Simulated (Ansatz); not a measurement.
Run this with the Ansatz DFT code, driven from Python and show what comes out.

The script, `gani.py`:
```python
'''A supercell of GaNi must give the energy of the small cell.'''

import warnings

import ansatz
import pandas as pd

XC = 'PBEsol'
VDW = 'd3bjatm'

warnings.simplefilter('ignore', ansatz.DeckWarning)

lattice = ansatz.Lattice.of(
    (2.886, 0.0, 0.0),
    (0.0, 2.886, 0.0),
    (0.0, 0.0, 2.886),
)
sites = [
    ('Ga', (0.0, 0.0, 0.0)),
    ('Ni', (0.5, 0.5, 0.5)),
]
cell = ansatz.Crystal(lattice=lattice)
for symbol, position in sites:
    cell = cell.atom(symbol, position)
cell = cell.moments(Ni=1.0)

# the mesh shrinks as the cell grows, so that all cells sample the same points
mesh = (8, 8, 8)
rows = []
for repeats in [(1, 1, 1), (2, 1, 1)]:
    calculation = (
        cell.supercell(*repeats).calculation()
        .spin('collinear')
        .occupations(ansatz.OccupationsMethod.FERMI_DIRAC, width=100 * ansatz.meV)
        .functional(XC, dispersion=VDW)
        .pseudopotentials('paw')
        .basis(18 * ansatz.Ha)
        .kpoints(*(k // n for k, n in zip(mesh, repeats)))
    )
    report = calculation.run(threads=1).report
    n = len(report['lattice']['sites'])
    rows.append((repeats, n, report['free_energy_ev'] / n, report['fermi_energy_ev'], report['n_kpoints'], report['n_symmetry_ops']))
print(pd.DataFrame(rows, columns=['repeats', 'atoms', 'F/atom eV', 'Fermi level eV', 'k-points', 'symmetry operations']).round(4).to_string(index=False))
```

Output of `python gani.py`:
```text
RunWarning: the starting moments were not kept: the SCF closed with an absolute magnetisation of 1.1e-6 μB, where they sum to 1 μB in size (1 site). That is at most 0.1 of that sum. Measured as dr2_m measures the in/out step, that magnetisation stands 2.9e-12 eV from none, at or under the dr2_threshold of 1.0e-7 eV: it is no larger than a step whose dr2_m would equal this threshold. The system may hold no moment; this SCF shows only that its start led to no more than that. To try another start: [...]
  repeats  atoms  F/atom eV  Fermi level eV  k-points  symmetry operations
(1, 1, 1)      2  -4774.887         16.4934        35                   48
(2, 1, 1)      4  -4774.887         16.4934        45                   32
```
(Warnings from the package without file and line, shortened, repeats left out.)

Total energies depend on the potentials; only differences at equal settings carry meaning. The SCF didn't keep the moments it started from (some shrank, vanished or turned); what is printed is the state reached. Dispersion corrections can be off by several per cent in the lattices of metals, and by several GPa in the pressure at a fixed cell. For a metal this k-point mesh is coarse: on a finer one energies can move by several to tens of meV an atom and pressures by half a GPa or more, differences at one mesh by less. The starting cell is as deposited in a crystallographic database; the results hold for this polymorph, which needn't be the stable one. The count of operations in a supercell holds its pure translations too, and an uneven repeat can lower the point group. The script silences the warnings on its input, which a real study should read. It ran for 20 s on 1 thread of Arm Neoverse V2, with other jobs on the host, peak memory 0.58 GiB.

(Lines on the test bed's own set-up are left out of the output.)
